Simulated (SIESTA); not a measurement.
**TaAs in SIESTA: the effect of Hubbard term**

The system is TaAs.

```
Ta As
1.0
    -1.72181    1.72181    5.86794
     1.72181   -1.72181    5.86794
     1.72181    1.72181   -5.86794
Ta As
2 2
Cartesian
  0.0000 0.0000 5.8676
  1.7218 0.0000 2.9336
  0.0000 0.0000 0.9698
  0.0000 1.7218 3.9037
```

The cell is a database's computed one.

Alike in all runs:

| Quantity | Value |
| --- | --- |
| Program | SIESTA 5.4.2 |
| Task | density of states |
| Functional | PBEsol |
| Potentials or basis | PseudoDojo 0.4 standard (PBEsol files) |
| Basis | DZP (energy shift 0.003 Ry; two zetas on semicore shells) |
| Grid cutoff | 800 Ry |
| Energy shift | 0.003 Ry |
| k mesh | 8 × 8 × 8 |
| Occupations | fermi-dirac, width 0.05 eV |
| Spin | no spin polarisation |
| Hubbard projector method | 1 |
| U from the first cycle | yes |
| broadening (eV) | 0.2 eV |
| window from (eV) | -25 eV |
| window to (eV) | 15 eV |
| energy points | 301 |

Q: One run gave: pressure 3.2 GPa; largest force 0.09 eV/Å. Which Hubbard term did it use?
A. none
B. Ta d U = 2 eV
C. Ta d U = 6 eV
D. Ta d U = 4 eV

A: C.

```tsv
Hubbard term	pressure (GPa)	largest force (eV/Å)
none	-1.6	0.05
Ta d U = 2 eV	-0.1	0.06
Ta d U = 4 eV	1.4	0.07
Ta d U = 6 eV	3.2	0.09
```

Caveats: short orbitals over semicore shells can move pressures by several GPa; the basis of atomic orbitals isn't converged, which shifts pressures, moduli and gaps; the U is typed as a test and isn't derived for this compound (some runs); U without spin polarisation on a metal has little footing (some runs); spin-orbit coupling is left out, which moves the levels of the heavy elements (some runs).
